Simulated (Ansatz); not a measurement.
# CH3BN2: vertical ionisation energy

One table from this session's results is given with a row withheld; the runs are named, their logs left out.

Method: unrestricted cation, the program's frozen cores in correlated methods; program: Ansatz 0.2.0, Gaussian basis.

Plan: UKS PBE-D4/def2-TZVPP; UKS r2SCAN-D4/def2-TZVPP; UKS PBE0-D4/def2-TZVPP; UKS B3LYP-D4/def2-TZVPP; UKS wB97X-V/def2-TZVPP; UKS wB97M-V/def2-TZVPP; UKS B2PLYP/def2-TZVPP; UHF-CCSD(T)/def2-TZVPP; UHF-MP2/def2-QZVPP; extrapolation to the limit; then −ε(HOMO) from the neutral's earlier runs with LDA (SPW92), PBE-D4, revPBE-D4, BLYP-D4, r2SCAN-D4, B97M-V, PBE0-D4, B3LYP-D4, r2SCANh-D4, r2SCAN0-D4, HSE06-D4, BHLYP-D4, CAM-B3LYP-D4, LC-ωPBE, ωB97X-V, ωB97M-V.

## Structure used throughout

An earlier PBE0-D4 in a triple-zeta def2 set relaxation fixed the geometry.

SMILES `BN=C=N`, 7 atoms, charge 0, spin multiplicity 1.

Atoms are counted from 1 here; the program's logs count them from 0.

Bond lengths: B1–N2 1.387 Å, B1–H5 1.196 Å, B1–H6 1.195 Å, N2–C3 1.196 Å, C3–N4 1.220 Å, N4–H7 1.011 Å. Angles: N2–B1–H5 119.1°, N2–B1–H6 119.0°, H5–B1–H6 122.0°, B1–N2–C3 177.0°, N2–C3–N4 172.9°, C3–N4–H7 119.0°.

The first run:

The input, in.yaml:

```yaml
crystal:
  periodic: [false, false, false]
  atoms:
    - {symbol: B, position_ang: [-0.868512, 1.288620, 0.100163]}
    - {symbol: N, position_ang: [-0.169525, 0.091130, 0.063831]}
    - {symbol: C, position_ang: [0.477354, -0.913059, -0.001388]}
    - {symbol: N, position_ang: [1.026236, -2.002988, 0.012782]}
    - {symbol: H, position_ang: [-0.401147, 2.250332, -0.435533]}
    - {symbol: H, position_ang: [-1.920441, 1.327778, 0.666453]}
    - {symbol: H, position_ang: [1.917534, -2.109714, -0.451908]}
basis:
  gaussian: {orbitals: def2-TZVPP}
total_charge: 1
magnetization: {spin_polarized: true, initial_magnetization: 1}
hamiltonian: {xc: pbe, dispersion: d4}
```

Command:

```sh
$ ansatz run in.yaml --threads 2 --pin off --events-out ev --progress --plain --max-ram 4352MiB
```

Among the steps run: Cation, UKS PBE-D4/def2-TZVPP; Cation, UKS r2SCAN-D4/def2-TZVPP; Cation, UKS PBE0-D4/def2-TZVPP; Cation, UKS B3LYP-D4/def2-TZVPP; Cation, UKS wB97X-V/def2-TZVPP; Cation, UKS wB97M-V/def2-TZVPP; Cation, UKS B2PLYP (frozen core)/def2-TZVPP; Cation, UHF-CCSD(T)/def2-TZVPP; Cation, UHF-MP2/def2-QZVPP.

One table of the session follows, with a row left open; its other results are not shown here.

It belongs to the step «Ionisation energies side by side». Orbital estimates, from the neutral's runs:

| functional | −ε(HOMO) (eV) |
| --- | --- |
| LDA (SPW92) | 6.78 |
| PBE-D4 | 6.68 |
| revPBE-D4 | ? |
| BLYP-D4 | 6.58 |
| r2SCAN-D4 | 6.94 |
| B97M-V | 7.02 |
| PBE0-D4 | 7.97 |
| B3LYP-D4 | 7.77 |
| r2SCANh-D4 | 7.42 |
| r2SCAN0-D4 | 8.15 |
| HSE06-D4 | 7.58 |
| BHLYP-D4 | 9.20 |
| CAM-B3LYP-D4 | 9.31 |
| LC-ωPBE | 10.61 |
| ωB97X-V | 10.27 |
| ωB97M-V | 10.16 |

Estimate the missing values for revPBE-D4.

The run gave: −ε(HOMO) (eV): 6.64. In the column «−ε(HOMO) (eV)» it lies between BLYP-D4 (6.58) and PBE-D4 (6.68).
